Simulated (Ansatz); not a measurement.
# Cd3Se: band structure with LDA

The system is Cd3Se.

```xyz
4
Lattice="-2.0410 2.0410 6.0871 2.0410 -2.0410 6.0871 2.0410 2.0410 -6.0871" Properties=species:S:1:pos:R:3 pbc="T T T"
Cd    0.0000    0.0000    6.0871
Cd    2.0410    0.0000    3.0435
Cd    0.0000    2.0410    3.0435
Se    0.0000    0.0000    0.0000
```

The cell comes from a database or a generator and needn't be the stable form of this composition.

```yaml
Program: Ansatz 0.2.0
Task: band structure
Functional: LDA
Potentials_or_basis: Ansatz PAW
Cutoff: "420 eV (not typed: the program's choice for these potentials)"
k_mesh: 9 × 9 × 9
Occupations: fermi-dirac, width 0.05 eV
Spin: no spin polarisation
Path: "[[\"G\", \"X\", \"Y\", \"S\", \"G\", \"Z\", \"S1\", \"N\", \"P\", \"Y1\", \"Z\"], [\"X\", \"P\"]]"
Points_for_each_segment_of_the_path: 14
```

| Property | Result |
| --- | --- |
| Pressure | -5.6 GPa |
| Band gap on the k mesh | none (metal or under the smearing width) |

Stress tensor (GPa, compression positive):
```
-6.90  0.00  0.00
 0.00 -6.90  0.00
 0.00  0.00 -3.08
```

Levels at the corners of the path, in eV from the Fermi level:
```
point  band 36  band 37  band 38  band 39  band 40  band 41
    Γ    -1.84    -1.84    -0.65     2.41     2.72     2.72
    X    -2.27    -2.25    -0.88    -0.08     0.11     0.32
    Y    -2.72    -1.95    -0.82    -0.04     0.42     0.65
    S    -2.32    -1.04    -0.66     1.95     2.57     4.07
    Γ    -1.84    -1.84    -0.65     2.41     2.72     2.72
    Z    -1.96    -1.96    -0.74     2.72     3.10     3.10
   S1    -2.32    -1.04    -0.66     1.95     2.57     4.07
    N    -3.38    -0.71    -0.60     1.26     3.29     3.70
    P    -2.61    -1.49    -0.97    -0.53    -0.53     1.16
   Y1    -2.72    -1.95    -0.82    -0.04     0.42     0.65
    Z    -1.96    -1.96    -0.74     2.72     3.10     3.10
    X    -2.27    -2.25    -0.88    -0.08     0.11     0.32
    P    -2.61    -1.49    -0.97    -0.53    -0.53     1.16
```

Wall time 31 s on 2 threads of Arm Neoverse V1, on a shared host, peak memory 0.58 GiB.

Caveat: the PAW data sets come from PBE, with cores solved anew for the run's functional, which leaves a small shift of forces and pressure.
